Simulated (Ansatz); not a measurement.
# BN: further runs on the relaxed cell

This session takes BN and sets out to measure the bulk modulus from energies at several volumes.

Method: DFT r2SCAN, scalar-relativistic, plane waves, PAW, in Ansatz 0.2.0.

1 further run of the same task is left out (set aside as unsound or not needed).

## (1) The structure to begin with

Symmetry: P6_3mc, No. 186, hexagonal system. The conventional cell has a = 2.544 Å, b = 2.544 Å, c = 4.208 Å, α = 90.00°, β = 90.00°, γ = 120.00°. B (site symmetry 3m) has 4 N at 1.56 to 1.58 Å as nearest neighbours. Around N (site symmetry 3m) lie 4 B at 1.56 to 1.58 Å.

Structure file:

```xyz
4
Lattice="2.5440 0.0000 0.0000 -1.2720 2.2031 0.0000 0.0000 0.0000 4.2077" Properties=species:S:1:pos:R:3 pbc="T T T"
B     1.2720    0.7344    4.2069
B     0.0000    1.4688    2.1030
N     1.2720    0.7344    2.6307
N     0.0000    1.4688    0.5268
```

It goes back to an entry of the Materials Project, which need not be the stable form.

It is the result of an earlier relaxation at this level (volume 5.90 Å³/atom; gap on the mesh: 5.75 eV).

## (2) Volume × 0.97

Contents of input.yaml:

```yaml
crystal:
  lattice:
    - [2.5182681343, 0.0, 0.0]
    - [-1.2591340672, 2.1808841779, 0.0]
    - [0.0, 0.0, 4.1652395541]
  atoms:
    - { symbol: B, position: [0.6666666667, 0.3333333333, 0.999799591] }
    - { symbol: B, position: [0.3333333333, 0.6666666667, 0.499799591] }
    - { symbol: "N", position: [0.6666666667, 0.3333333333, 0.625200409] }
    - { symbol: "N", position: [0.3333333333, 0.6666666667, 0.125200409] }
basis:
  ecutwfc: 500
kpoints:
  mp_grid: { grid: [12, 12, 6] }
hamiltonian:
  xc: r2scan
scf:
  occupations: { method: gaussian, width: 0.02 }
output:
  forces: true
  stress: true
  eigenvalues: true
relax:
  adjacent_minimum: "off"
  f_tol: 0.01
  max_steps: 30
  cell: { stress_tol: 0.1, fix: [volume] }
```

Command:

```bash
$ ansatz run input.yaml --threads 1 --pin off --max-ram 2560MiB --backend cpu --events-out ev --progress --plain --runs-dir out
```

## (3) Volume × 1.03

Edit input.yaml of step 2 so:

```diff
@@ -2,5 +2,5 @@
   lattice:
-    - [2.5182681343, 0.0, 0.0]
-    - [-1.2591340672, 2.1808841779, 0.0]
-    - [0.0, 0.0, 4.1652395541]
+    - [2.5691559484, 0.0, 0.0]
+    - [-1.2845779742, 2.2249543176, 0.0]
+    - [0.0, 0.0, 4.2494084848]
   atoms:
```

## (4) Point at V/V0 = 0.94

Contents of input.yaml:

```yaml
crystal:
  lattice:
    - [2.4919162802, 0.0, 0.0]
    - [-1.2459581401, 2.1580628027, 0.0]
    - [0.0, 0.0, 4.1222388164]
  atoms:
    - { symbol: B, position: [0.6666666667, 0.3333333333, 0.9996810283] }
    - { symbol: B, position: [0.3333333333, 0.6666666667, 0.4996810283] }
    - { symbol: "N", position: [0.6666666667, 0.3333333333, 0.6253189717] }
    - { symbol: "N", position: [0.3333333333, 0.6666666667, 0.1253189717] }
basis:
  ecutwfc: 500
kpoints:
  mp_grid: { grid: [12, 12, 6] }
hamiltonian:
  xc: r2scan
scf:
  occupations: { method: gaussian, width: 0.02 }
output:
  forces: true
  stress: true
  eigenvalues: true
relax:
  adjacent_minimum: "off"
  f_tol: 0.01
  max_steps: 30
  cell: { stress_tol: 0.1, fix: [volume] }
```

## (5) The cell scaled to 1.06 of its volume

Contents of input.yaml:

```yaml
crystal:
  lattice:
    - [2.5939868929, 0.0, 0.0]
    - [-1.2969934465, 2.2464585464, 0.0]
    - [0.0, 0.0, 4.2898538872]
  atoms:
    - { symbol: B, position: [0.6666666667, 0.3333333333, 0.9999084282] }
    - { symbol: B, position: [0.3333333333, 0.6666666667, 0.4999084282] }
    - { symbol: "N", position: [0.6666666667, 0.3333333333, 0.6250915718] }
    - { symbol: "N", position: [0.3333333333, 0.6666666667, 0.1250915718] }
basis:
  ecutwfc: 500
kpoints:
  mp_grid: { grid: [12, 12, 6] }
hamiltonian:
  xc: r2scan
scf:
  occupations: { method: gaussian, width: 0.02 }
output:
  forces: true
  stress: true
  eigenvalues: true
relax:
  adjacent_minimum: "off"
  f_tol: 0.01
  max_steps: 30
  cell: { stress_tol: 0.1, fix: [volume] }
```

## (6) Point at V/V0 = 0.91

Contents of input.yaml:

```yaml
crystal:
  lattice:
    - [2.4648795833, 0.0, 0.0]
    - [-1.2324397916, 2.1346483364, 0.0]
    - [0.0, 0.0, 4.0787037945]
  atoms:
    - { symbol: B, position: [0.6666666667, 0.3333333333, 0.9995787065] }
    - { symbol: B, position: [0.3333333333, 0.6666666667, 0.4995787065] }
    - { symbol: "N", position: [0.6666666667, 0.3333333333, 0.6254212935] }
    - { symbol: "N", position: [0.3333333333, 0.6666666667, 0.1254212935] }
basis:
  ecutwfc: 500
kpoints:
  mp_grid: { grid: [12, 12, 6] }
hamiltonian:
  xc: r2scan
scf:
  occupations: { method: gaussian, width: 0.02 }
output:
  forces: true
  stress: true
  eigenvalues: true
relax:
  adjacent_minimum: "off"
  f_tol: 0.01
  max_steps: 30
  cell: { stress_tol: 0.1, fix: [volume] }
```

## (7) The cell scaled to 1.10 of its volume

Contents of input.yaml:

```yaml
crystal:
  lattice:
    - [2.6260761173, 0.0, 0.0]
    - [-1.3130380587, 2.2742486298, 0.0]
    - [0.0, 0.0, 4.3436043041]
  atoms:
    - { symbol: B, position: [0.6666666667, 0.3333333333, 1.0000618429] }
    - { symbol: B, position: [0.3333333333, 0.6666666667, 0.5000618429] }
    - { symbol: "N", position: [0.6666666667, 0.3333333333, 0.6249381571] }
    - { symbol: "N", position: [0.3333333333, 0.6666666667, 0.1249381571] }
basis:
  ecutwfc: 500
kpoints:
  mp_grid: { grid: [12, 12, 6] }
hamiltonian:
  xc: r2scan
scf:
  occupations: { method: gaussian, width: 0.02 }
output:
  forces: true
  stress: true
  eigenvalues: true
relax:
  adjacent_minimum: "off"
  f_tol: 0.01
  max_steps: 30
  cell: { stress_tol: 0.1, fix: [volume] }
```

## (8) Volume × 0.88

Contents of input.yaml:

```yaml
crystal:
  lattice:
    - [2.4372905384, 0.0, 0.0]
    - [-1.2186452692, 2.1107555226, 0.0]
    - [0.0, 0.0, 4.0340405255]
  atoms:
    - { symbol: B, position: [0.6666666667, 0.3333333333, 0.9994541167] }
    - { symbol: B, position: [0.3333333333, 0.6666666667, 0.4994541167] }
    - { symbol: "N", position: [0.6666666667, 0.3333333333, 0.6255458833] }
    - { symbol: "N", position: [0.3333333333, 0.6666666667, 0.1255458833] }
basis:
  ecutwfc: 500
kpoints:
  mp_grid: { grid: [12, 12, 6] }
hamiltonian:
  xc: r2scan
scf:
  occupations: { method: gaussian, width: 0.02 }
output:
  forces: true
  stress: true
  eigenvalues: true
relax:
  adjacent_minimum: "off"
  f_tol: 0.01
  max_steps: 30
  cell: { stress_tol: 0.1, fix: [volume] }
```

(Steps that only read results are left out.)

Q: Predict the outcome of this session. Wanted: equilibrium volume of the fit; bulk modulus.

As calculated:

```
                     quantity         value
equilibrium volume of the fit  5.90 Å³/atom
                 bulk modulus       391 GPa
      its pressure derivative           3.7
```

In words: The fit puts the minimum at 5.90 Å³/atom with B = 391 GPa and B' = 3.7. The gap on the mesh goes from 5.47 eV at the smallest volume to 5.91 eV at the largest.
